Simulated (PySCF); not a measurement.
# GaGe: from the state search to spectroscopic constants

One table from this session's results is given with a row withheld; the runs are named, their logs left out.

Program: PySCF 2.14.0. Level of theory: Ga pcseg-1, Ge pcseg-1, no relativity. These are calculated values, not measurements.

Set-up of the first run:

The job is set up so:

```yaml
atoms: Ga, Ge
charge: 0
basis: Ga pcseg-1, Ge pcseg-1
Hamiltonian: no relativity
basis_functions: 54
electrons_treated: 63
masses_in_u: 68.9256, 73.9212
levels: PBE0, PBE, r²SCAN, BLYP, PBEsol, B3LYP, HF, MP2, SCS-MP2, CCSD, CCSD(T)
grid: 80 radial by 434 angular points
occupations: held fixed by the projection of orbital angular momentum
dissociation_limit: Ga + Ge, each in its ground configuration
starting_distance_in_angstrom: 2.365
values_of_2S_to_try: 1, 3
```

Run with:

```
OMP_NUM_THREADS=1 python dia.py task.json out
```

Among the steps run: The job; First curve: PBE0; Other states along the same grid; PBE; r²SCAN; BLYP (GGA); PBEsol; B3LYP (global hybrid GGA); UHF (mean field); Correlated methods on the Hartree–Fock reference.

One table of the session follows, with a row left open; its other results are not shown here.

It belongs to the step «The curves together». Energy (eV) from each level's lowest point:

```
R (Å)    UHF  UHF-MP2  UHF-SCS-MP2  UHF-CCSD  UHF-CCSD(T)
2.135  0.797    0.710        0.724       n/a          n/a
2.235  0.398    0.323        0.332     0.378        0.372
2.334  0.161    0.109        0.114     0.142        0.137
2.409  0.062    0.029        0.031     0.047        0.043
2.483  0.012    0.000        0.000     0.003        0.002
2.558      ?        ?            ?         ?            ?
2.657  0.029    0.068        0.061     0.041        0.043
2.781  0.113    0.189        0.177     0.143        0.148
2.930  0.257    0.380        0.358     0.311        0.318
3.129  0.479    0.672        0.631       n/a          n/a
```

**Question.** Estimate the row for R (Å) = 2.558.

Worked estimate for «UHF». A straight line through the neighbours (2.483, 0.012) and (2.657, 0.029) gives 0.012 + (0.029 − 0.012) × (2.558 − 2.483) / (2.657 − 2.483) = 0.019; a parabola fitted to 4 rows on both sides gives 0.004.

**Answer.** UHF: 0.000; UHF-MP2: 0.010; UHF-SCS-MP2: 0.007; UHF-CCSD: 0.000; UHF-CCSD(T): 0.000. In «UHF» the line misses by +0.019 and the parabola by +0.004.
